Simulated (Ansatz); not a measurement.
# KCoF3: the cost of one run

Program: Ansatz 0.2.0. Level of theory: DFT LDA+U (U_eff = 6 eV on Co d, around-mean-field double counting), plane waves, PAW. These are calculated values, not measurements.

1 further run of the same task is left out (it didn't finish).

### 1 Starting point

Symmetry: Pm-3m, No. 221, cubic system. Conventional cell: a = 4.071 Å, b = 4.071 Å, c = 4.071 Å, α = 90.00°, β = 90.00°, γ = 90.00°. Around K (site symmetry m-3m) lie 12 F at 2.88 Å. Around Co (site symmetry m-3m) lie 6 F at 2.04 Å. F (site symmetry 4/mmm) has 2 Co at 2.04 Å and 4 K at 2.88 Å as nearest neighbours.

Coordinates:

```
K Co F
1.0
     4.07100    0.00000    0.00000
     0.00000    4.07100    0.00000
     0.00000    0.00000    4.07100
K Co F
1 1 3
Direct
  0.00000 0.00000 0.00000
  0.50000 0.50000 0.50000
  0.00000 0.50000 0.50000
  0.50000 0.00000 0.50000
  0.50000 0.50000 0.00000
```

### 2 Ferromagnetic start, free, symmetry kept, no search

The input, input.yaml:

```yaml
crystal:
  lattice:
    - [4.070999, 0.0, 0.0]
    - [0.0, 4.070999, 0.0]
    - [0.0, 0.0, 4.070999]
  atoms:
    - { symbol: K, position: [0.0, 0.0, 0.0] }
    - { symbol: Co, position: [0.5, 0.5, 0.5], spin: 3.0 }
    - { symbol: F, position: [0.0, 0.5, 0.5] }
    - { symbol: F, position: [0.5, 0.0, 0.5] }
    - { symbol: F, position: [0.5, 0.5, 0.0] }
basis:
  ecutwfc: 420
  ecutrho_ratio: 4
kpoints:
  mp_grid: { grid: [5, 5, 5] }
hamiltonian:
  xc: lda
  hubbard: { sites: [{ site: 1, l: d, u_eff: 6.0 }], double_counting: amf }
scf:
  occupations: { method: gaussian, width: 0.05 }
  lower_state_search: "off"
  max_iter: 150
output:
  forces: true
  stress: true
  eigenvalues: true
  populations: true
  hubbard: { sites: [{ site: 1, l: d }] }
magnetization:
  spin_polarized: true
```

Launch:

```
> ansatz run input.yaml --threads 4 --pin off --max-ram 6144MiB --backend cpu --events-out ev --progress --plain --runs-dir out
```

What time and memory should one allow on 4 threads of Arm Neoverse V1, shared host?

About 7.1 s, with a peak of 0.39 GiB.
